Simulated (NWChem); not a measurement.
# One shape, several levels: CH2BrFO2Si (SMILES O=CO[SiH](F)Br)

Aim: a comparison of 3 runs (HF/STO-3G, HF/3-21G, B3LYP/6-31G*) of CH2BrFO2Si. 

The results are computed with NWChem 7.3.0.

**1. The system as given**

CH2BrFO2Si has 8 atoms, charge 0, and is taken as a singlet. SMILES: `O=CO[SiH](F)Br`. The shape is that of a PBE0-D4/def2-TZVP optimisation. This is one conformer, not always the lowest.

Bond lengths: O1–C2 1.193 Å, C2–O3 1.341 Å, O3–Si4 1.667 Å, Si4–F5 1.580 Å, Si4–Br6 2.183 Å, C2–H7 1.098 Å, Si4–H8 1.466 Å. Angles: O1–C2–O3 124.2°, C2–O3–Si4 120.8°, O3–Si4–F5 103.0°, O3–Si4–Br6 110.9°, F5–Si4–Br6 108.7°, O1–C2–H7 125.0°, O3–C2–H7 110.8°, O3–Si4–H8 112.3°, F5–Si4–H8 109.4°, Br6–Si4–H8 112.1°.

**2. Energy and gradient at HF/STO-3G (run 1)**

The input, work.xyz:

```xyz
8
CH2BrFO2Si hf
O     -0.066700    -1.389300     1.332000
C      0.909900    -0.951300     0.804000
O      0.892600    -0.017800    -0.158000
Si    -0.549900     0.604100    -0.716800
F     -0.103800     1.472000    -1.959100
Br    -1.455900     1.923500     0.767600
H      1.939900    -1.254700     1.034400
H     -1.474000    -0.443600    -1.160000
```

The input, run.py:

```python
from ase.io import read
from ase.calculators.nwchem import NWChem

mol = read('work.xyz')

calc = NWChem(
    label='work',
    theory='scf',
    memory='2200 mb',
    basis='STO-3G',
    basispar='spherical bse',
    scf={'nopen': '0', 'rhf': None, 'thresh': '1e-08', 'maxiter': '80'},
)
mol.calc = calc

forces = mol.get_forces()
print(f"energy = {mol.get_potential_energy():.6f} eV")
print("forces (eV/A):")
for s, f in zip(mol.symbols, forces):
    print(f"{s:2s} {f[0]:10.5f} {f[1]:10.5f} {f[2]:10.5f}")
print("dipole (e A):", mol.get_dipole_moment().round(4))
```

Started as:

```bash
export ASE_NWCHEM_COMMAND="nwchem PREFIX.nwi > PREFIX.nwo"
python run.py
```

The program printed:

```text
energy = -84753.850816 eV
forces (eV/A):
O    -2.35991   -0.99332    1.21773
C     2.00094   -0.08500   -0.09153
O     0.15082    1.13854   -1.16116
Si   -0.95990   -1.42876    0.05482
F     0.30318    0.60097   -0.85412
Br   -0.16872    0.11668    0.25145
H     0.34463   -0.12382    0.09698
H     0.68890    0.77478    0.48589
dipole (e A): [ 0.1598 -0.2236 -0.2789]
```

The calculator wrote work.nwi:

```
title "work"

permanent_dir work

scratch_dir work

start work

geometry units angstrom nocenter noautosym noautoz
  O  -6.6699999999999995e-02 -1.3893000000000000e+00 1.3320000000000001e+00
  C  9.0990000000000004e-01 -9.5130000000000003e-01 8.0400000000000005e-01
  O  8.9259999999999995e-01 -1.7800000000000000e-02 -1.5800000000000000e-01
  Si -5.4990000000000006e-01 6.0409999999999997e-01 -7.1679999999999999e-01
  F  -1.0380000000000000e-01 1.4720000000000000e+00 -1.9591000000000001e+00
  Br -1.4559000000000000e+00 1.9235000000000000e+00 7.6759999999999995e-01
  H  1.9399000000000000e+00 -1.2546999999999999e+00 1.0344000000000000e+00
  H  -1.4740000000000000e+00 -4.4359999999999999e-01 -1.1599999999999999e+00
end

memory 2200 mb

basis spherical bse noprint
   * library STO-3G
end

scf
  nopen 0
  rhf
  thresh 1e-08
  maxiter 80
end

task scf gradient
```

work.nwo:

```text
Northwest Computational Chemistry Package (NWChem) 7.3.0
             --------------------------------------------------------

           Job information
           ---------------

    nwchem branch   = 7.3.0
    use scalapack   = T
    input           = work.nwi
    prefix          = work.
    data base       = work/work.db
    status          = startup
    nproc           =        1

           Memory information
           ------------------

[... 5 lines left out ...]
    hardfail = no
[... 139 lines left out ...]
         Quadratically convergent ROHF
[... 15 lines left out ...]
       Final RHF  results
[... 4 lines left out ...]
      Two-electron energy =   1761.690377755248
[... 58 lines left out ...]
                       ROHF Final Molecular Orbital Analysis
[... 244 lines left out ...]
                 ----------------------------------------
                 |  Time  |  1-e(secs)   |  2-e(secs)   |
                 ----------------------------------------
                 |  CPU   |       0.00   |       1.75   |
                 ----------------------------------------
                 |  WALL  |       0.00   |       1.75   |
                 ----------------------------------------

 Task  times  cpu:        6.0s     wall:        6.0s
 Total times  cpu:        6.0s     wall:        6.0s
```

Wall time 7.2 s (1 thread of Intel Xeon 6975P-C (Granite Rapids), shared host); peak memory 0.097 GiB.

**3. Energy and forces at HF/3-21G (run 2)**

The input, work.nw:

```
start work
title "CH2BrFO2Si"
memory total 2200 mb
geometry units angstrom noautosym nocenter noautoz
   O       -0.066700      -1.389300       1.332000
   C        0.909900      -0.951300       0.804000
   O        0.892600      -0.017800      -0.158000
   Si      -0.549900       0.604100      -0.716800
   F       -0.103800       1.472000      -1.959100
   Br      -1.455900       1.923500       0.767600
   H        1.939900      -1.254700       1.034400
   H       -1.474000      -0.443600      -1.160000
end
basis spherical bse
   O library 3-21G
   C library 3-21G
   Si library 3-21G
   F library 3-21G
   Br library 3-21G
   H library 3-21G
end
scf
   thresh 1e-08
   maxiter 80
   print low
end
task scf gradient
```

Started as:

```bash
nwchem work.nw > work.out
```

The program printed:

```text
[...]
  functions       =    75
[...]
  wavefunction    = RHF
[...]
         Total SCF energy =  -3134.196796316171
      One-electron energy =  -5407.530517244118
      Two-electron energy =   1750.124967519504
 Nuclear repulsion energy =    523.208753408443
        Time for solution =      4.4s
[...]
                         RHF ENERGY GRADIENTS
    atom               coordinates                        gradient
                 x          y          z           x          y          z
   1 O      -0.126045  -2.625396   2.517115    0.012278   0.000086  -0.000685
   2 C       1.719462  -1.797696   1.519340   -0.044613   0.015585  -0.011645
   3 O       1.686769  -0.033637  -0.298577    0.001211   0.002955  -0.004204
   4 Si     -1.039160   1.141583  -1.354556    0.012767   0.026664   0.010458
   5 F      -0.196154   2.781677  -3.702162   -0.008503  -0.019041   0.027763
   6 Br     -2.751252   3.634888   1.450554    0.013843  -0.019900  -0.022448
   7 H       3.665879  -2.371039   1.954733    0.016160  -0.004147   0.002977
   8 H      -2.785456  -0.838282  -2.192082   -0.003143  -0.002202  -0.002217
 Task  times  cpu:        6.6s     wall:        6.6s
 Total times  cpu:        6.7s     wall:        6.7s
```

Run time: 7.5 s. Hardware: 1 thread of Intel Xeon 6975P-C (Granite Rapids), shared host; peak memory 0.097 GiB.

**4. Energy and gradient at B3LYP/6-31G(d) (Cartesian functions) (run 3)**

The input, mymol.nw:

```
start mymol
title "CH2BrFO2Si B3LYP"
memory total 2200 mb

geometry units angstroms noautosym nocenter noautoz
   O     -0.066700    -1.389300     1.332000
   C      0.909900    -0.951300     0.804000
   O      0.892600    -0.017800    -0.158000
   Si    -0.549900     0.604100    -0.716800
   F     -0.103800     1.472000    -1.959100
   Br    -1.455900     1.923500     0.767600
   H      1.939900    -1.254700     1.034400
   H     -1.474000    -0.443600    -1.160000
end

basis "ao basis" cartesian
   * library 6-31G*
end

dft
   xc b3lyp
   grid fine
   convergence energy 1e-08
   maxiter 100
   mulliken
   print medium
end

task dft gradient
```

Started as:

```bash
nwchem mymol.nw > mymol.out
```

The program printed:

```text
[...]
          Wavefunction type:  closed shell.
          No. of atoms     :     8
          No. of electrons :    82
[...]
          Charge           :     0
          Spin multiplicity:     1
[...]
          AO basis - number of functions:   118
[...]
              XC Information
              --------------
                         B3LYP Method XC Potential
                     Hartree-Fock (Exact) Exchange  0.200
                        Slater Exchange Functional  0.800 local
                    Becke 1988 Exchange Functional  0.720 non-local
              Lee-Yang-Parr Correlation Functional  0.810
                  VWN I RPA Correlation Functional  0.190 local
[...]
 d= 0,ls=0.0,diis     1  -3152.9394733835 -3.68D+03  1.85D-02  2.81D+00     3.4
[...]
 d= 0,ls=0.0,diis    11  -3153.1233129011 -6.61D-09  4.29D-07  9.22D-09    27.1
         Total DFT energy =    -3153.123312901059
      One electron energy =    -5423.877787244562
           Coulomb energy =     1893.729302775763
    Exchange-Corr. energy =     -146.183581840704
 Nuclear repulsion energy =      523.208753408443
[...]
      Total Density - Mulliken Population Analysis
     ---------------------------------------------
    Atom       Charge   Shell Charges
 -----------   ------   -------------------------------------------------------
    1 O    8     8.38   1.99  0.91  2.88  1.01  1.59  0.00
    2 C    6     5.60   1.99  0.73  1.95  0.35  0.49  0.09
    3 O    8     8.48   1.99  0.90  2.96  0.91  1.69  0.03
    4 Si  14    13.09   2.00  1.99  5.96  1.00  1.56  0.09  0.21  0.28
    5 F    9     9.34   1.99  0.96  3.32  0.92  2.07  0.08
    6 Br  35    35.22   2.00  1.99  6.00  1.93  5.99  1.62  3.88  0.37  1.37  7.02  2.95  0.12
    7 H    1     0.84   0.53  0.31
    8 H    1     1.05   0.51  0.54
[...]
  wavefunction    = closed shell
[...]
```

It took 43 s on 1 thread of Intel Xeon 6975P-C (Granite Rapids), shared host; peak memory 0.13 GiB.

**5. The series**

```csv
run,level,Cartesian functions,iteration cap,energy (Eh),dipole moment (D),HOMO energy (eV),LUMO energy (eV),wall time
1,HF/STO-3G,no,80,-3114.646595,1.88,-9.01,7.94,7.2 s
2,HF/3-21G,no,80,-3134.196796,–,–,–,7.5 s
3,B3LYP/6-31G* (Cartesian functions),yes,100,-3153.123313,1.32,-8.42,-0.76,43 s
```

**6. What came out**

| quantity | value |
| --- | --- |
| run 3: total energy | -3153.12331 Eh |
| run 3: dipole moment | 1.32 D |
| run 3: HOMO energy | -8.42 eV |
| run 3: LUMO energy | -0.76 eV |
| run 3: HOMO–LUMO gap | 7.66 eV |
| run 3: largest force on an atom | 1.062 eV/Å |

What this shows: In run 1 the basis is minimal, so the values are rough. All runs together took 58 s, the longest 43 s.
